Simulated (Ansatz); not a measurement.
# InW2: the cost of one run

Computed with Ansatz 0.2.0 (DFT r2SCAN, scalar-relativistic, plane waves, PAW, unless a step's input says otherwise).

1 further run of the same task is left out (set aside as unsound or not needed). Runs told in other sessions of the task aren't counted.

## Step 1: The structure to begin with

It takes space group I4/mcm (No. 140, tetragonal). The conventional cell has a = 5.560 Å, b = 5.560 Å, c = 4.761 Å, α = 90.00°, β = 90.00°, γ = 90.00°. Around B (site symmetry 422) lie 2 B at 2.38 Å and 8 W at 2.38 Å. W (site symmetry m2m) is surrounded by 4 B at 2.38 Å and 3 W at 2.67 to 2.69 Å.

Coordinates:

```
B W
1.0
    -2.77975    2.77975    2.38048
     2.77975   -2.77975    2.38048
     2.77975    2.77975   -2.38048
B W
2 4
Cartesian
  0.0000 0.0000 1.1902
  0.0000 0.0000 3.5707
  0.9448 3.7245 0.0000
  1.8350 0.9448 0.0000
  1.8350 -0.9448 2.3805
  0.9448 1.8350 2.3805
```

This cell was relaxed beforehand with the same method: volume 12.26 Å³/atom, gap on the mesh none (metal).

## Step 2: B → In: the starting cell

InW2 starts from the relaxed positions of BW2, with all lengths scaled by 1.095, a guess from tabulated radii.

## Step 3: Probe: one point at the start (InW2)

File input.yaml:

```yaml
crystal:
  lattice:
    - [-3.0437330225, 3.0437330225, 2.6065439563]
    - [3.0437330225, -3.0437330225, 2.6065439563]
    - [3.0437330225, 3.0437330225, -2.6065439563]
  atoms:
    - { symbol: In, position: [0.25, 0.25, 0.0] }
    - { symbol: In, position: [0.75, 0.75, 0.0] }
    - { symbol: W, position: [0.6699374032, 0.1699374032, 0.8398748064] }
    - { symbol: W, position: [0.1699374032, 0.3300625968, 0.5] }
    - { symbol: W, position: [0.3300625968, 0.8300625968, 0.1601251936] }
    - { symbol: W, position: [0.8300625968, 0.6699374032, 0.5] }
basis:
  ecutwfc: 500
kpoints:
  mp_grid: { grid: [4, 4, 4] }
hamiltonian:
  xc: r2scan
scf:
  occupations: { method: gaussian, width: 0.1 }
output:
  forces: true
  stress: true
  eigenvalues: true
```

Started as:

```bash
$ ansatz run input.yaml --threads 1 --pin off --max-ram 2560MiB --backend cpu --events-out ev --progress --plain --runs-dir out
```

**Question.** How long does this run take on 1 thread of Arm Neoverse V2, shared host, and how much memory does it need?

About 7.9 s, with a peak of 0.66 GiB.
